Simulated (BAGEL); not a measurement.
# C2HF2Ge (SMILES C#[C][Ge]([F])[F]): UHF/6-31G(d) (density fitting with qzvpp-jkfit, spherical functions)

What is the vertical doublet–quartet gap of C2HF2Ge at UHF/6-31G* (density fitting with qzvpp-jkfit, spherical functions)? 

Program for the calculation: BAGEL 1.2.2.

### Step 1. The structure to begin with

The species is C2HF2Ge (6 atoms), meant as a doublet with charge 0. SMILES: `C#[C][Ge]([F])[F]`. The shape is that of a PBE0-D4/def2-TZVP optimisation.

Bond lengths: C1–C2 1.206 Å, C2–Ge3 1.892 Å, Ge3–F4 1.728 Å, Ge3–F5 1.728 Å, C1–H6 1.067 Å. Angles: C1–C2–Ge3 171.1°, C2–Ge3–F4 108.5°, C2–Ge3–F5 108.5°, F4–Ge3–F5 104.7°, C2–C1–H6 178.2°.

### Step 2. The energy at UHF/6-31G(d) (density fitting with qzvpp-jkfit, spherical functions)

job.json reads:

```json
{ "bagel": [

{
  "title": "molecule",
  "basis": "6-31gs.json",
  "df_basis": "qzvpp-jkfit",
  "angstrom": true,
  "geometry": [
    { "atom": "C", "xyz": [   -0.190100,    0.518400,    1.692900 ] },
    { "atom": "C", "xyz": [   -0.131400,    0.204200,    0.530300 ] },
    { "atom": "Ge", "xyz": [   -0.289600,   -0.139700,   -1.323100 ] },
    { "atom": "F", "xyz": [   -0.276600,   -1.850600,   -1.565100 ] },
    { "atom": "F", "xyz": [    1.142900,    0.424100,   -2.108200 ] },
    { "atom": "H", "xyz": [   -0.213200,    0.779700,    2.727000 ] }
  ]
},
{
  "title": "uhf",
  "nopen": 1
},
{
  "title": "print",
  "file": "orbitals.molden",
  "orbitals": true
}

]}
```

The basis set 6-31G* is read from a file made from the Basis Set Exchange's data (not shown).

Run with:

```bash
$ BAGEL_NUM_THREADS=1 BAGEL job.json > job.out
```

The program printed:

```text
* using 1 threads per process

  ===============================================================
  ===============================================================

  *** Geometry ***

  { "atom" : "C", "xyz" : [     -0.359237,      0.979634,      3.199117 ] },
  { "atom" : "C", "xyz" : [     -0.248310,      0.385882,      1.002122 ] },
  { "atom" : "Ge", "xyz" : [     -0.547265,     -0.263995,     -2.500297 ] },
  { "atom" : "F", "xyz" : [     -0.522698,     -3.497127,     -2.957610 ] },
  { "atom" : "F", "xyz" : [      2.159768,      0.801433,     -3.983921 ] },
  { "atom" : "H", "xyz" : [     -0.402890,      1.473419,      5.153283 ] },

  Number of auxiliary basis functions:      588

  Since a DF basis is specified, we compute 2- and 3-index integrals:
    o Being stored without compression. Storage requirement is 0.038 GB

  Number of basis functions:       90
  Number of electrons      :       63

    * METHOD: MOLECULE                             0.48

  *** Open-shell HF ***

  === Nuclear Repulsion ===
   338.4394950532

      * DIIS with orbital gradients will be used.

  === UHF iteration (6-31gs.json) ===
      0      -2349.95668735          0.03986426           0.30
      1      -2350.13333950          0.02735575           0.28
      2      -2350.19895862          0.01794510           0.29
      3      -2350.24627020          0.00125383           0.32
      4      -2350.24698818          0.00068067           0.30
      5      -2350.24721996          0.00021859           0.28
      6      -2350.24726417          0.00009534           0.28
      7      -2350.24728188          0.00004564           0.28
      8      -2350.24729240          0.00001739           0.27
      9      -2350.24729541          0.00001126           0.25
     10      -2350.24729793          0.00000796           0.29
     11      -2350.24730017          0.00000640           0.29
     12      -2350.24730228          0.00000541           0.29
     13      -2350.24730380          0.00000487           0.30
     14      -2350.24730618          0.00000429           0.26
     15      -2350.24730995          0.00000335           0.24
     16      -2350.24731267          0.00000263           0.24
     17      -2350.24731482          0.00000193           0.24
     18      -2350.24731625          0.00000162           0.25
     19      -2350.24731729          0.00000136           0.25
     20      -2350.24731815          0.00000126           0.26
     21      -2350.24731954          0.00000109           0.25
     22      -2350.24732055          0.00000102           0.29
     23      -2350.24732101          0.00000099           0.25
     24      -2350.24732135          0.00000099           0.25
     25      -2350.24732143          0.00000099           0.24
     26      -2350.24732143          0.00000097           0.25
     27      -2350.24732191          0.00000084           0.24
     28      -2350.24732215          0.00000073           0.25
     29      -2350.24732280          0.00000054           0.25
     30      -2350.24732331          0.00000035           0.25
     31      -2350.24732362          0.00000023           0.26
     32      -2350.24732375          0.00000011           0.26
     33      -2350.24732378          0.00000006           0.25
     34      -2350.24732378          0.00000004           0.25
     35      -2350.24732378          0.00000003           0.25
     36      -2350.24732378          0.00000003           0.25
     37      -2350.24732378          0.00000003           0.25
     38      -2350.24732378          0.00000003           0.25
     39      -2350.24732378          0.00000002           0.25
     40      -2350.24732378          0.00000001           0.25
     41      -2350.24732378          0.00000001           0.26
    * SCF iteration converged.

    * S^2 (UHF) is 0.7623

    * Permanent dipole moment:
           (    0.818476,    -0.718306,    -0.870602) a.u.

    * METHOD: UHF                                 11.43

    * METHOD: PRINT                                0.01

  ===============================================================
```

Wall time 13 s (1 thread of Intel Xeon 6975P-C (Granite Rapids), shared host); peak memory 0.17 GiB.

### Step 3. The quartet

hf.json reads:

```json
{ "bagel": [

{
  "title": "molecule",
  "basis": "6-31gs.json",
  "df_basis": "qzvpp-jkfit",
  "angstrom": true,
  "geometry": [
    { "atom": "C", "xyz": [   -0.190100,    0.518400,    1.692900 ] },
    { "atom": "C", "xyz": [   -0.131400,    0.204200,    0.530300 ] },
    { "atom": "Ge", "xyz": [   -0.289600,   -0.139700,   -1.323100 ] },
    { "atom": "F", "xyz": [   -0.276600,   -1.850600,   -1.565100 ] },
    { "atom": "F", "xyz": [    1.142900,    0.424100,   -2.108200 ] },
    { "atom": "H", "xyz": [   -0.213200,    0.779700,    2.727000 ] }
  ]
},
{
  "title": "uhf",
  "nopen": 3
},
{
  "title": "print",
  "file": "orbitals.molden",
  "orbitals": true
}

]}
```

The basis set 6-31G* is read from a file made from the Basis Set Exchange's data (not shown).

Run with:

```bash
$ BAGEL_NUM_THREADS=1 BAGEL hf.json > hf.out
```

The program printed:

```text
* using 1 threads per process

  ===============================================================
  ===============================================================

  *** Geometry ***

  { "atom" : "C", "xyz" : [     -0.359237,      0.979634,      3.199117 ] },
  { "atom" : "C", "xyz" : [     -0.248310,      0.385882,      1.002122 ] },
  { "atom" : "Ge", "xyz" : [     -0.547265,     -0.263995,     -2.500297 ] },
  { "atom" : "F", "xyz" : [     -0.522698,     -3.497127,     -2.957610 ] },
  { "atom" : "F", "xyz" : [      2.159768,      0.801433,     -3.983921 ] },
  { "atom" : "H", "xyz" : [     -0.402890,      1.473419,      5.153283 ] },

  Number of auxiliary basis functions:      588

  Since a DF basis is specified, we compute 2- and 3-index integrals:
    o Being stored without compression. Storage requirement is 0.038 GB

  Number of basis functions:       90
  Number of electrons      :       63

    * METHOD: MOLECULE                             0.42

  *** Open-shell HF ***

  === Nuclear Repulsion ===
   338.4394950532

      * DIIS with orbital gradients will be used.

  === UHF iteration (6-31gs.json) ===
      0      -2349.79450047          0.03785238           0.21
      1      -2349.96697148          0.02723859           0.26
      2      -2350.03644606          0.01792414           0.23
      3      -2350.08622078          0.00115329           0.21
      4      -2350.08767582          0.00060000           0.21
      5      -2350.08807348          0.00024520           0.21
      6      -2350.08823069          0.00010301           0.27
      7      -2350.08826894          0.00004268           0.26
      8      -2350.08828112          0.00002536           0.29
      9      -2350.08829220          0.00001379           0.25
     10      -2350.08829858          0.00001030           0.21
     11      -2350.08830449          0.00000874           0.22
     12      -2350.08831026          0.00000671           0.22
     13      -2350.08831593          0.00000376           0.21
     14      -2350.08831737          0.00000166           0.22
     15      -2350.08831755          0.00000065           0.21
     16      -2350.08831755          0.00000030           0.21
     17      -2350.08831755          0.00000018           0.25
     18      -2350.08831755          0.00000012           0.24
     19      -2350.08831755          0.00000006           0.21
     20      -2350.08831755          0.00000003           0.21
     21      -2350.08831755          0.00000002           0.21
     22      -2350.08831755          0.00000002           0.20
     23      -2350.08831755          0.00000001           0.22
     24      -2350.08831755          0.00000001           0.21
     25      -2350.08831755          0.00000001           0.21
     26      -2350.08831755          0.00000001           0.22
     27      -2350.08831755          0.00000001           0.21
    * SCF iteration converged.

    * S^2 (UHF) is 3.7792

    * Permanent dipole moment:
           (    0.800333,    -0.758787,    -1.087511) a.u.

    * METHOD: UHF                                  6.54

    * METHOD: PRINT                                0.01

  ===============================================================
```

It took 7.5 s on 1 thread of Intel Xeon 6975P-C (Granite Rapids), shared host; peak memory 0.16 GiB.

### Step 4. Outcome

At UHF/6-31G* (density fitting with qzvpp-jkfit, spherical functions):

| quantity | value |
| --- | --- |
| doublet: total energy | -2350.24732 Eh |
| doublet: dipole moment | 3.54 D |
| doublet: ⟨S²⟩ | 0.762 |
| quartet: total energy | -2350.08832 Eh |
| quartet: dipole moment | 3.94 D |
| quartet: ⟨S²⟩ | 3.779 |
| vertical energy of the quartet above the doublet | 4.327 eV |

At this shape the quartet lies 4.33 eV (417 kJ/mol) above the doublet.
